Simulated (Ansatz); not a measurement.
# C₂H₁₁FN₂OSiZr: basis-set convergence

One table from this session's results is given with a row withheld; the runs are named, their logs left out.

The runs use Ansatz 0.2.0, Gaussian basis; one geometry, several basis sets.

Levels to be run: PBE0-D4/def2-SVP; ωB97M-V/def2-SVP; PBE0-D4/def2-QZVPP; ωB97M-V/def2-QZVPP; the functionals' def2-TZVPP values are taken from earlier runs.

## The geometry

An earlier PBE0-D4 in a triple-zeta def2 set relaxation fixed the geometry. Zr takes the def2 core potential; no spin-orbit term is included.

19 atoms, charge 0, spin multiplicity 1.

Atoms are counted from 1 here; the program's logs count them from 0.

Bond lengths: C1–N2 1.439 Å, C1–H9 1.100 Å, C1–H10 1.091 Å, C1–H11 1.100 Å, N2–C3 1.445 Å, N2–Zr4 2.022 Å, C3–H12 1.099 Å, C3–H13 1.099 Å, C3–H14 1.099 Å, Zr4–N5 2.033 Å, Zr4–F6 1.928 Å, Zr4–O7 1.957 Å, N5–H15 1.011 Å, N5–H16 1.012 Å, O7–Si8 1.630 Å, Si8–H17 1.489 Å, Si8–H18 1.487 Å, Si8–H19 1.488 Å. Angles: N2–C1–H9 111.5°, N2–C1–H10 110.4°, N2–C1–H11 111.6°, H9–C1–H10 108.1°, H9–C1–H11 107.2°, H10–C1–H11 108.0°, C1–N2–C3 113.1°, C1–N2–Zr4 133.4°, C3–N2–Zr4 113.5°, N2–C3–H12 111.9°, N2–C3–H13 111.9°, N2–C3–H14 111.3°, H12–C3–H13 108.0°, H12–C3–H14 106.7°, H13–C3–H14 106.8°, N2–Zr4–N5 107.5°, N2–Zr4–F6 107.2°, N2–Zr4–O7 107.3° and more.

The first run:

Input file in.yaml:

```yaml
crystal:
  periodic: [false, false, false]
  atoms:
    - {symbol: C, position_ang: [1.493898, 0.277654, 1.936809]}
    - {symbol: N, position_ang: [0.977900, 0.486193, 0.609852]}
    - {symbol: C, position_ang: [1.984269, 0.347094, -0.417597]}
    - {symbol: Zr, position_ang: [-0.862378, 0.905959, -0.114181]}
    - {symbol: N, position_ang: [-2.118604, 1.079281, 1.475185]}
    - {symbol: F, position_ang: [-0.722987, 2.552641, -1.107504]}
    - {symbol: O, position_ang: [-1.395190, -0.591739, -1.255952]}
    - {symbol: Si, position_ang: [-1.477904, -1.919952, -2.197929]}
    - {symbol: H, position_ang: [2.289936, 0.997513, 2.177441]}
    - {symbol: H, position_ang: [0.699099, 0.392861, 2.675499]}
    - {symbol: H, position_ang: [1.921472, -0.729466, 2.050469]}
    - {symbol: H, position_ang: [2.798248, 1.075147, -0.294171]}
    - {symbol: H, position_ang: [2.426793, -0.659162, -0.424692]}
    - {symbol: H, position_ang: [1.559859, 0.514799, -1.417262]}
    - {symbol: H, position_ang: [-2.715635, 0.348793, 1.839602]}
    - {symbol: H, position_ang: [-2.349049, 1.943172, 1.948766]}
    - {symbol: H, position_ang: [-0.201985, -2.105751, -2.942569]}
    - {symbol: H, position_ang: [-2.587739, -1.787108, -3.178627]}
    - {symbol: H, position_ang: [-1.720001, -3.127918, -1.363138]}
basis:
  gaussian: {orbitals: def2-SVP}
hamiltonian: {xc: pbe0, dispersion: d4}
output: {orbitals: {seedname: orbitals}}
```

Run with:

```sh
ansatz run in.yaml --threads 4 --pin off --events-out ev --progress --plain --max-ram 41984MiB --backend cpu
```

Among the steps run: PBE0-D4 in def2-SVP; ωB97M-V in def2-SVP; PBE0-D4 in def2-QZVPP; ωB97M-V in def2-QZVPP.

One table of the session follows, with a row left open; its other results are not shown here.

```
functional       basis  HOMO (eV)
   PBE0-D4    def2-SVP          ?
   PBE0-D4  def2-TZVPP      -6.46
   PBE0-D4  def2-QZVPP      -6.48
   ωB97M-V    def2-SVP      -8.62
   ωB97M-V  def2-TZVPP      -8.73
   ωB97M-V  def2-QZVPP      -8.75
```

Estimate the missing values for PBE0-D4, def2-SVP.

The run gave: HOMO (eV): -6.36. In the column «HOMO (eV)» it is the highest.
